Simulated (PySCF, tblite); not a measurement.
# C₂H₁₀Si₃: a rotation path, then NMR shifts on frames

Aim: move C₂H₁₀Si₃ (`C=C[SiH2][SiH2][SiH3]`) away from its starting geometry and see how NMR shifts follow the geometry.

Computed with tblite 0.8.0 and PySCF 2.14.0, with density-fitted response routines of our own, on a single molecule in the gas phase. Atoms are numbered from 0 throughout.

### Step 1. Starting geometry

15 atoms, charge 0, multiplicity 1; geometry from: GFN2-xTB.

Bonds of the start (Å): C0–C1 1.32, C1–Si2 1.88, Si2–Si3 2.32, Si3–Si4 2.31, C0–H5 1.08, C0–H6 1.08, C1–H7 1.08, Si2–H8 1.47, Si2–H9 1.47, Si3–H10 1.47, Si3–H11 1.47, Si4–H12 1.47, Si4–H13 1.46, Si4–H14 1.47.

### Step 2. A band between two rotamers with GFN2-xTB

What the job is given:

```
{"job": {"kind": "neb", "xc": "GFN2-xTB", "basis": "xTB", "atoms": [1, 2, 3, 4], "turn": 120}, "charge": 0, "multiplicity": 1}
C     -3.179074     0.224873    -0.646826
C     -2.299289    -0.482515     0.044163
Si    -0.771356     0.213866     0.894356
Si     1.173132    -0.485612    -0.167494
Si     3.158928     0.272293     0.744268
H     -3.087245     1.294762    -0.746705
H     -4.030863    -0.219980    -1.140007
H     -2.443485    -1.555354     0.108566
H     -0.823321    -0.247161     2.290955
H     -0.907276     1.676529     0.929535
H      1.193573    -1.959310    -0.213972
H      1.115375    -0.119083    -1.594096
H      3.236303     1.735671     0.733218
H      4.361520    -0.205436     0.057657
H      3.298663    -0.135552     2.144884
```

Method: GFN2-xTB climbing-image nudged elastic band, gas phase.

Launch:

```sh
> OMP_NUM_THREADS=1 python probes_run.py task.json out
```

The driver reads the jobs from task.json and runs them one after another.

The program printed:

```text
image   E - E0 / eV
  0       0.0000
  1       0.0015
  2       0.0022
  3       0.0021
  4       0.0006
  5      -0.0027
  6      -0.0072
  7      -0.0121
  8      -0.0189
```

Wall time 3.6 s (1 thread of Intel Xeon Platinum 8488C, shared host); peak memory 0.18 GiB.

The final band, with the dihedral C1–Si2–Si3–Si4:

```csv
image,dihedral (°),energy (eV),energy (kcal/mol)
0,-180,0.000,0.0
1,-165,0.002,0.0
2,-150,0.002,0.1
3,-135,0.002,0.0
4,-121,0.001,0.0
5,-105,-0.003,-0.1
6,-90,-0.007,-0.2
7,-75,-0.012,-0.3
8,-60,-0.019,-0.4
```

### Step 3. NMR shieldings: image 0, PBE0/pcSseg-1

What the job is given:

```
{"job": {"kind": "nmr", "xc": "PBE0", "basis": "pcSseg-1", "pop": false}, "charge": 0, "multiplicity": 1}
C     -3.179100     0.224900    -0.646800
C     -2.299300    -0.482500     0.044200
Si    -0.771400     0.213900     0.894400
Si     1.173100    -0.485600    -0.167500
Si     3.158900     0.272300     0.744300
H     -3.087200     1.294800    -0.746700
H     -4.030900    -0.220000    -1.140000
H     -2.443500    -1.555400     0.108600
H     -0.823300    -0.247200     2.291000
H     -0.907300     1.676500     0.929500
H      1.193600    -1.959300    -0.214000
H      1.115400    -0.119100    -1.594100
H      3.236300     1.735700     0.733200
H      4.361500    -0.205400     0.057700
H      3.298700    -0.135600     2.144900
```

Level: GIAO PBE0/pcSseg-1 NMR shielding, non-relativistic, gas phase.

The program printed:

```text
coarse grid: 13248 points
cycle   1  E = -950.1021263209  dE =  8.585e-03  |g| = 3.053e-01  |ddm| = 3.355e+00
cycle   2  E = -950.0967607545  dE =  5.366e-03  |g| = 3.325e-01  |ddm| = 6.067e-01
cycle   3  E = -950.1275172684  dE = -3.076e-02  |g| = 3.052e-02  |ddm| = 3.620e-01
cycle   4  E = -950.1276467948  dE = -1.295e-04  |g| = 2.295e-02  |ddm| = 4.227e-02
cycle   5  E = -950.1277801430  dE = -1.333e-04  |g| = 4.520e-03  |ddm| = 2.074e-02
cycle   6  E = -950.1277858421  dE = -5.699e-06  |g| = 4.625e-04  |ddm| = 5.143e-03
final grid: 111920 points
cycle   7  E = -950.1552489065  dE = -1.465e-05  |g| = 4.819e-03  |ddm| = 1.536e-02
cycle   8  E = -950.1552473514  dE =  1.555e-06  |g| = 5.227e-03  |ddm| = 9.185e-03
cycle   9  E = -950.1552548752  dE = -7.524e-06  |g| = 3.383e-04  |ddm| = 5.130e-03
cycle  10  E = -950.1552548987  dE = -2.345e-08  |g| = 8.846e-05  |ddm| = 4.492e-04
cycle  11  E = -950.1552549006  dE = -1.917e-09  |g| = 3.919e-05  |ddm| = 1.129e-04
cycle  12  E = -950.1552549009  dE = -3.665e-10  |g| = 1.099e-05  |ddm| = 4.008e-05
converged SCF energy = -950.1552549009

GIAO shielding tensors (ppm)
atom      isotropic    diamagn.    paramagn.     s11        s22        s33       span
  0 C       42.981     252.739    -209.758    -82.480     50.689    160.734    243.214
  1 C       48.249     261.940    -213.691    -69.355     37.317    176.785    246.140
  2 Si     419.890     881.926    -462.035    380.498    413.335    465.837     85.339
  3 Si     477.334     882.130    -404.796    462.242    476.705    493.054     30.811
  4 Si     466.919     879.791    -412.872    455.300    464.788    480.668     25.368
  5 H       25.407      31.595      -6.187     21.532     24.799     29.891      8.359
  6 H       25.282      27.871      -2.590     21.915     24.689     29.241      7.325
  7 H       25.335      31.349      -6.014     23.103     24.694     28.208      5.105
  8 H       27.318      30.005      -2.687     23.945     26.025     31.985      8.040
  9 H       27.517      31.133      -3.615     24.044     26.631     31.877      7.833
 10 H       28.282      30.467      -2.185     24.525     26.432     33.888      9.363
 11 H       28.379      30.794      -2.415     24.656     26.554     33.927      9.271
 12 H       28.278      29.046      -0.768     24.756     26.339     33.739      8.983
 13 H       28.158      28.441      -0.283     24.655     25.574     34.244      9.588
 14 H       28.292      28.860      -0.568     24.833     26.302     33.740      8.908
```

Run time: 15 s. Hardware: 1 thread of Intel Xeon Platinum 8488C, shared host; peak memory 0.73 GiB.

Shifts follow as δ = σ(reference) − σ, with reference shieldings (ppm) from runs at the same level and on the same kind of geometry: 1H TMS 31.72, 13C TMS 186.9, 29Si TMS 349.2. The references are single molecules in the gas phase. Each atom is listed at this fixed geometry, with no averaging over motion; a spectrum would average atoms that exchange fast.

```csv
atoms,environment,σ (ppm),δ (ppm)
C0,terminal =CH2 carbon,43.0,143.9
C1,alkene CH,48.2,138.7
H6,hydrogen on a terminal =CH2 carbon,25.28,6.44
H7,hydrogen on an alkene CH,25.33,6.38
H5,hydrogen on a terminal =CH2 carbon,25.41,6.31
H8,"hydrogen on a silicon bonded to C, Si",27.32,4.40
H9,"hydrogen on a silicon bonded to C, Si",27.52,4.20
H13,hydrogen on a silicon bonded to Si,28.16,3.56
H12,hydrogen on a silicon bonded to Si,28.28,3.44
H10,hydrogen on a silicon bonded to 2 Si,28.28,3.44
H14,hydrogen on a silicon bonded to Si,28.29,3.43
H11,hydrogen on a silicon bonded to 2 Si,28.38,3.34
Si2,"silicon bonded to C, Si, 2 H",419.9,-70.7
Si4,"silicon bonded to Si, 3 H",466.9,-117.8
Si3,"silicon bonded to 2 Si, 2 H",477.3,-128.2
```

### Step 4. NMR shieldings: image 1, PBE0/pcSseg-1

What the job is given:

```
{"job": {"kind": "nmr", "xc": "PBE0", "basis": "pcSseg-1", "pop": false}, "charge": 0, "multiplicity": 1}
C     -3.223300     0.090600    -0.608000
C     -2.287600    -0.499400     0.118900
Si    -0.763900     0.352800     0.822700
Si     1.176200    -0.353700    -0.244100
Si     3.171800     0.161900     0.805000
H     -3.190700     1.146700    -0.823100
H     -4.060800    -0.443600    -1.031400
H     -2.374700    -1.566200     0.292600
H     -0.725200     0.045800     2.261100
H     -0.981700     1.800500     0.706400
H      1.108900    -1.809500    -0.472500
H      1.202000     0.185200    -1.615500
H      3.344700     1.609700     0.942300
H      4.374800    -0.321600     0.124800
H      3.225000    -0.391400     2.159300
```

Level: GIAO PBE0/pcSseg-1 NMR shielding, non-relativistic, gas phase.

The program printed:

```text
coarse grid: 13248 points
cycle   1  E = -950.1016587912  dE =  9.590e-03  |g| = 3.050e-01  |ddm| = 3.355e+00
cycle   2  E = -950.0963310687  dE =  5.328e-03  |g| = 3.320e-01  |ddm| = 6.073e-01
cycle   3  E = -950.1270069380  dE = -3.068e-02  |g| = 3.009e-02  |ddm| = 3.616e-01
cycle   4  E = -950.1271393595  dE = -1.324e-04  |g| = 2.222e-02  |ddm| = 4.176e-02
cycle   5  E = -950.1272637587  dE = -1.244e-04  |g| = 4.640e-03  |ddm| = 2.037e-02
cycle   6  E = -950.1272697559  dE = -5.997e-06  |g| = 4.514e-04  |ddm| = 5.119e-03
final grid: 111920 points
cycle   7  E = -950.1548995492  dE = -1.508e-05  |g| = 4.833e-03  |ddm| = 1.604e-02
cycle   8  E = -950.1548980063  dE =  1.543e-06  |g| = 5.235e-03  |ddm| = 9.164e-03
cycle   9  E = -950.1549055378  dE = -7.531e-06  |g| = 3.428e-04  |ddm| = 5.115e-03
cycle  10  E = -950.1549055625  dE = -2.475e-08  |g| = 9.031e-05  |ddm| = 4.637e-04
cycle  11  E = -950.1549055645  dE = -1.979e-09  |g| = 3.969e-05  |ddm| = 1.126e-04
cycle  12  E = -950.1549055649  dE = -3.761e-10  |g| = 1.119e-05  |ddm| = 4.038e-05
converged SCF energy = -950.1549055649

GIAO shielding tensors (ppm)
atom      isotropic    diamagn.    paramagn.     s11        s22        s33       span
  0 C       42.722     252.635    -209.914    -82.681     50.093    160.753    243.434
  1 C       48.400     262.010    -213.610    -68.785     37.343    176.642    245.427
  2 Si     420.274     881.911    -461.637    382.583    411.655    466.584     84.001
  3 Si     478.501     882.117    -403.616    467.875    473.431    494.198     26.322
  4 Si     466.887     879.791    -412.904    453.007    465.861    481.792     28.786
  5 H       25.411      31.459      -6.048     21.543     24.828     29.863      8.321
  6 H       25.296      27.880      -2.583     21.932     24.711     29.245      7.313
  7 H       25.347      31.526      -6.180     23.151     24.660     28.229      5.078
  8 H       27.351      30.085      -2.734     23.832     26.216     32.006      8.174
  9 H       27.499      31.096      -3.596     24.136     26.452     31.908      7.772
 10 H       28.332      30.602      -2.270     24.470     26.590     33.937      9.467
 11 H       28.366      30.686      -2.319     24.658     26.464     33.977      9.318
 12 H       28.310      28.976      -0.665     24.795     26.338     33.799      9.004
 13 H       28.169      28.454      -0.285     24.688     25.562     34.257      9.569
 14 H       28.299      28.922      -0.623     24.790     26.349     33.759      8.969
```

Run time: 14 s. Hardware: 1 thread of Intel Xeon Platinum 8488C, shared host; peak memory 0.75 GiB.

In short: δ C0 144.2, C1 138.5, Si2 -71.1, Si4 -117.7, H6 6.42, H7 6.37 ppm.

### Step 5. Shielding tensors: image 2, PBE0/pcSseg-1

What the job is given:

```
{"job": {"kind": "nmr", "xc": "PBE0", "basis": "pcSseg-1", "pop": false}, "charge": 0, "multiplicity": 1}
C     -3.241700    -0.046000    -0.558900
C     -2.250500    -0.504000     0.189300
Si    -0.756200     0.499000     0.740900
Si     1.183500    -0.218300    -0.320600
Si     3.156300     0.046000     0.858000
H     -3.276500     0.981500    -0.884100
H     -4.060400    -0.666300    -0.892200
H     -2.270200    -1.549500     0.476800
H     -0.652200     0.348400     2.201200
H     -1.062100     1.912200     0.484700
H      1.038300    -1.631400    -0.718400
H      1.307900     0.471200    -1.616900
H      3.406600     1.457200     1.160100
H      4.357600    -0.438100     0.175200
H      3.115100    -0.653800     2.143400
```

With the program's defaults for keys left out, this is: GIAO PBE0/pcSseg-1 NMR shielding, non-relativistic, gas phase.

The program printed:

```text
coarse grid: 13248 points
cycle   1  E = -950.1013252063  dE =  9.301e-03  |g| = 3.053e-01  |ddm| = 3.355e+00
cycle   2  E = -950.0960625414  dE =  5.263e-03  |g| = 3.321e-01  |ddm| = 6.062e-01
cycle   3  E = -950.1267250828  dE = -3.066e-02  |g| = 2.979e-02  |ddm| = 3.590e-01
cycle   4  E = -950.1268564523  dE = -1.314e-04  |g| = 2.187e-02  |ddm| = 4.132e-02
cycle   5  E = -950.1269767785  dE = -1.203e-04  |g| = 4.696e-03  |ddm| = 2.024e-02
cycle   6  E = -950.1269829165  dE = -6.138e-06  |g| = 4.514e-04  |ddm| = 5.136e-03
final grid: 111920 points
cycle   7  E = -950.1544594796  dE = -1.445e-05  |g| = 4.825e-03  |ddm| = 1.556e-02
cycle   8  E = -950.1544578612  dE =  1.618e-06  |g| = 5.256e-03  |ddm| = 9.173e-03
cycle   9  E = -950.1544654681  dE = -7.607e-06  |g| = 3.256e-04  |ddm| = 5.107e-03
cycle  10  E = -950.1544654898  dE = -2.170e-08  |g| = 7.272e-05  |ddm| = 4.392e-04
cycle  11  E = -950.1544654913  dE = -1.497e-09  |g| = 2.538e-05  |ddm| = 1.086e-04
cycle  12  E = -950.1544654914  dE = -1.282e-10  |g| = 1.242e-05  |ddm| = 2.881e-05
converged SCF energy = -950.1544654914

GIAO shielding tensors (ppm)
atom      isotropic    diamagn.    paramagn.     s11        s22        s33       span
  0 C       43.008     252.493    -209.485    -82.117     50.495    160.646    242.764
  1 C       48.032     262.060    -214.029    -69.321     36.759    176.656    245.977
  2 Si     421.225     881.898    -460.673    384.847    412.176    466.652     81.805
  3 Si     479.580     882.103    -402.523    468.080    474.819    495.842     27.762
  4 Si     466.100     879.813    -413.712    450.725    466.618    480.958     30.233
  5 H       25.434      31.297      -5.863     21.586     24.835     29.882      8.296
  6 H       25.314      27.927      -2.613     21.953     24.722     29.268      7.315
  7 H       25.346      31.742      -6.395     23.104     24.661     28.275      5.171
  8 H       27.385      30.145      -2.760     23.821     26.322     32.011      8.190
  9 H       27.489      31.016      -3.527     24.232     26.257     31.977      7.745
 10 H       28.386      30.720      -2.333     24.471     26.722     33.965      9.494
 11 H       28.336      30.548      -2.212     24.614     26.386     34.009      9.395
 12 H       28.313      28.910      -0.597     24.824     26.310     33.806      8.982
 13 H       28.161      28.464      -0.303     24.678     25.546     34.259      9.581
 14 H       28.270      28.982      -0.712     24.757     26.340     33.714      8.957
```

Run time: 14 s. Hardware: 1 thread of Intel Xeon Platinum 8488C, shared host; peak memory 0.75 GiB.

Key values: δ C0 143.9, C1 138.9, Si2 -72.1, Si4 -116.9, H6 6.40, H7 6.37 ppm.

### Step 6. NMR shieldings: image 5, PBE0/pcSseg-1

What the job is given:

```
{"job": {"kind": "nmr", "xc": "PBE0", "basis": "pcSseg-1", "pop": false}, "charge": 0, "multiplicity": 1}
C     -3.149500    -0.433800    -0.341100
C     -2.060500    -0.457600     0.410600
Si    -0.758400     0.900900     0.469500
Si     1.228900     0.186600    -0.505100
Si     2.966300    -0.315000     0.939500
H     -3.385600     0.412900    -0.965600
H     -3.853600    -1.251700    -0.382000
H     -1.875800    -1.340900     1.012200
H     -0.565100     1.247200     1.887600
H     -1.340200     2.086100    -0.174000
H      0.970900    -0.970200    -1.383100
H      1.685600     1.224900    -1.445600
H      3.339200     0.860500     1.731500
H      4.197200    -0.775900     0.293200
H      2.596100    -1.365900     1.891200
```

Method: GIAO PBE0/pcSseg-1 NMR shielding, non-relativistic, gas phase.

The program printed:

```text
coarse grid: 13248 points
cycle   1  E = -950.1001366781  dE =  8.108e-03  |g| = 3.065e-01  |ddm| = 3.352e+00
cycle   2  E = -950.0954543913  dE =  4.682e-03  |g| = 3.307e-01  |ddm| = 5.936e-01
cycle   3  E = -950.1257064530  dE = -3.025e-02  |g| = 2.903e-02  |ddm| = 3.469e-01
cycle   4  E = -950.1258344810  dE = -1.280e-04  |g| = 2.093e-02  |ddm| = 4.085e-02
cycle   5  E = -950.1259439801  dE = -1.095e-04  |g| = 4.975e-03  |ddm| = 2.010e-02
cycle   6  E = -950.1259508260  dE = -6.846e-06  |g| = 5.498e-04  |ddm| = 5.431e-03
final grid: 111920 points
cycle   7  E = -950.1536993158  dE = -1.478e-05  |g| = 4.914e-03  |ddm| = 1.531e-02
cycle   8  E = -950.1536977434  dE =  1.572e-06  |g| = 5.308e-03  |ddm| = 9.117e-03
cycle   9  E = -950.1537054960  dE = -7.753e-06  |g| = 3.459e-04  |ddm| = 5.084e-03
cycle  10  E = -950.1537055194  dE = -2.332e-08  |g| = 1.029e-04  |ddm| = 4.398e-04
cycle  11  E = -950.1537055218  dE = -2.416e-09  |g| = 4.346e-05  |ddm| = 1.082e-04
cycle  12  E = -950.1537055222  dE = -4.652e-10  |g| = 9.758e-06  |ddm| = 4.617e-05
converged SCF energy = -950.1537055222

GIAO shielding tensors (ppm)
atom      isotropic    diamagn.    paramagn.     s11        s22        s33       span
  0 C       43.759     252.374    -208.615    -81.033     51.707    160.602    241.635
  1 C       47.572     262.109    -214.536    -71.362     35.237    178.841    250.203
  2 Si     421.525     881.681    -460.157    384.545    414.538    465.491     80.947
  3 Si     479.456     881.943    -402.488    459.630    483.764    494.973     35.343
  4 Si     464.745     879.867    -415.122    447.901    466.512    479.822     31.921
  5 H       25.442      30.983      -5.541     21.588     24.837     29.900      8.311
  6 H       25.325      28.359      -3.034     21.952     24.695     29.327      7.375
  7 H       25.336      32.427      -7.091     22.892     24.641     28.474      5.581
  8 H       27.385      30.030      -2.645     24.224     26.054     31.876      7.651
  9 H       27.441      30.730      -3.289     24.126     25.967     32.229      8.103
 10 H       28.444      30.710      -2.266     24.695     26.680     33.957      9.262
 11 H       28.290      30.094      -1.804     24.422     26.287     34.161      9.740
 12 H       28.252      28.856      -0.604     24.815     26.181     33.760      8.945
 13 H       28.115      28.497      -0.383     24.620     25.488     34.236      9.616
 14 H       28.199      29.261      -1.062     24.672     26.362     33.562      8.891
```

Run time: 14 s. Hardware: 1 thread of Intel Xeon Platinum 8488C, shared host; peak memory 0.75 GiB.

This run: δ C0 143.2, C1 139.4, Si2 -72.4, Si4 -115.6, H6 6.39, H7 6.38 ppm.

### Step 7. Shielding tensors: image 8, PBE0/pcSseg-1

What the job is given:

```
{"job": {"kind": "nmr", "xc": "PBE0", "basis": "pcSseg-1", "pop": false}, "charge": 0, "multiplicity": 1}
C     -2.842100    -0.757600    -0.032100
C     -1.779100    -0.316800     0.620600
Si    -0.790600     1.220700     0.171300
Si     1.299200     0.561600    -0.597400
Si     2.585600    -0.655200     0.893900
H     -3.241500    -0.226500    -0.881300
H     -3.370600    -1.657900     0.244700
H     -1.424000    -0.894200     1.467300
H     -0.691800     2.032500     1.395800
H     -1.592100     2.004600    -0.777800
H      1.142600    -0.207600    -1.845100
H      2.048400     1.752500    -1.034000
H      2.832600     0.097100     2.127800
H      3.901300    -1.049400     0.384800
H      1.917800    -1.895900     1.299800
```

With the program's defaults for keys left out, this is: GIAO PBE0/pcSseg-1 NMR shielding, non-relativistic, gas phase.

The program printed:

```text
coarse grid: 13248 points
cycle   1  E = -950.1013614584  dE =  1.066e-02  |g| = 3.069e-01  |ddm| = 3.354e+00
cycle   2  E = -950.0970623433  dE =  4.299e-03  |g| = 3.294e-01  |ddm| = 5.882e-01
cycle   3  E = -950.1269334090  dE = -2.987e-02  |g| = 2.916e-02  |ddm| = 3.475e-01
cycle   4  E = -950.1270731590  dE = -1.397e-04  |g| = 2.013e-02  |ddm| = 4.326e-02
cycle   5  E = -950.1271736953  dE = -1.005e-04  |g| = 5.446e-03  |ddm| = 2.016e-02
cycle   6  E = -950.1271818741  dE = -8.179e-06  |g| = 7.133e-04  |ddm| = 6.070e-03
final grid: 111920 points
cycle   7  E = -950.1548022735  dE = -1.475e-05  |g| = 4.952e-03  |ddm| = 1.614e-02
cycle   8  E = -950.1548006190  dE =  1.654e-06  |g| = 5.368e-03  |ddm| = 9.595e-03
cycle   9  E = -950.1548086084  dE = -7.989e-06  |g| = 3.456e-04  |ddm| = 5.340e-03
cycle  10  E = -950.1548086312  dE = -2.284e-08  |g| = 1.150e-04  |ddm| = 4.312e-04
cycle  11  E = -950.1548086342  dE = -3.001e-09  |g| = 4.538e-05  |ddm| = 1.135e-04
cycle  12  E = -950.1548086348  dE = -5.150e-10  |g| = 9.389e-06  |ddm| = 5.049e-05
converged SCF energy = -950.1548086348

GIAO shielding tensors (ppm)
atom      isotropic    diamagn.    paramagn.     s11        s22        s33       span
  0 C       43.447     252.684    -209.237    -82.105     51.651    160.795    242.900
  1 C       48.155     262.494    -214.339    -70.662     37.137    177.990    248.651
  2 Si     418.855     881.415    -462.560    380.864    413.703    461.997     81.133
  3 Si     478.671     881.682    -403.010    467.992    478.328    489.694     21.701
  4 Si     466.720     880.229    -413.509    453.553    466.048    480.559     27.005
  5 H       25.435      30.982      -5.547     21.575     24.834     29.897      8.323
  6 H       25.334      29.041      -3.707     21.842     24.705     29.454      7.612
  7 H       25.367      33.167      -7.800     22.855     24.613     28.633      5.778
  8 H       27.285      29.609      -2.324     24.613     25.247     31.995      7.383
  9 H       27.370      30.229      -2.859     24.149     25.699     32.260      8.111
 10 H       28.390      30.412      -2.022     24.859     26.229     34.082      9.223
 11 H       28.371      29.595      -1.223     24.575     26.004     34.534      9.960
 12 H       28.186      29.173      -0.987     24.791     26.097     33.669      8.877
 13 H       28.104      28.656      -0.552     24.560     25.493     34.258      9.698
 14 H       28.197      29.826      -1.629     24.480     26.659     33.453      8.973
```

Wall time 14 s (1 thread of Intel Xeon Platinum 8488C, shared host); peak memory 0.75 GiB.

Key values: δ C0 143.5, C1 138.8, Si2 -69.7, Si4 -117.6, H6 6.38, H7 6.35 ppm.

### Step 8. Run by run: NMR shifts

Shifts (ppm) of some atoms, chosen among heavy atoms and hydrogens apart, with basis size and wall time:

```csv
frame,C0,C1,H9,H10,Si2,Si4,Si3,functions,time
image 0,143.9,138.7,4.20,3.44,-70.7,-117.8,-128.2,156,15 s
image 1,144.2,138.5,4.22,3.38,-71.1,-117.7,-129.3,156,14 s
image 2,143.9,138.9,4.23,3.33,-72.1,-116.9,-130.4,156,14 s
image 5,143.2,139.4,4.28,3.27,-72.4,-115.6,-130.3,156,14 s
image 8,143.5,138.8,4.35,3.33,-69.7,-117.6,-129.5,156,14 s
```

### Step 9. Summary of results

```
                                        quantity                                                           value
                                         barrier                              0.002 eV (0.1 kcal/mol) at image 2
                           end to end (GFN2-xTB)                                                       -0.019 eV
 13C shifts against TMS (PBE0/pcSseg-1, image 0)                                                143.9, 138.7 ppm
  1H shifts against TMS (PBE0/pcSseg-1, image 0)  6.44, 6.38, 6.31, 4.40, 4.20, 3.56, 3.44, 3.44, 3.43, 3.34 ppm
29Si shifts against TMS (PBE0/pcSseg-1, image 0)                                       -70.7, -117.8, -128.2 ppm
                       range of the shift of Si2                                              -72.4 to -69.7 ppm
```

What this shows: Along the band the dihedral turns by 120°, and the top (dihedral -150°) lies 0.1 kcal/mol above the start (GFN2-xTB, rough), so at room temperature this motion is fast. Ends this close can change order at a higher level. The top was not checked by a frequency run. Shifts at one fixed geometry are not the observed spectrum, which averages over the motion. Across the 5 runs the shift of Si2 moves most, between -72.4 (image 5) and -69.7 ppm (image 8). At PBE0/pcSseg-1 the highest of the frames run is image 5, not the band's top, so the GFN2-xTB barrier is not borne out there and is unsure.
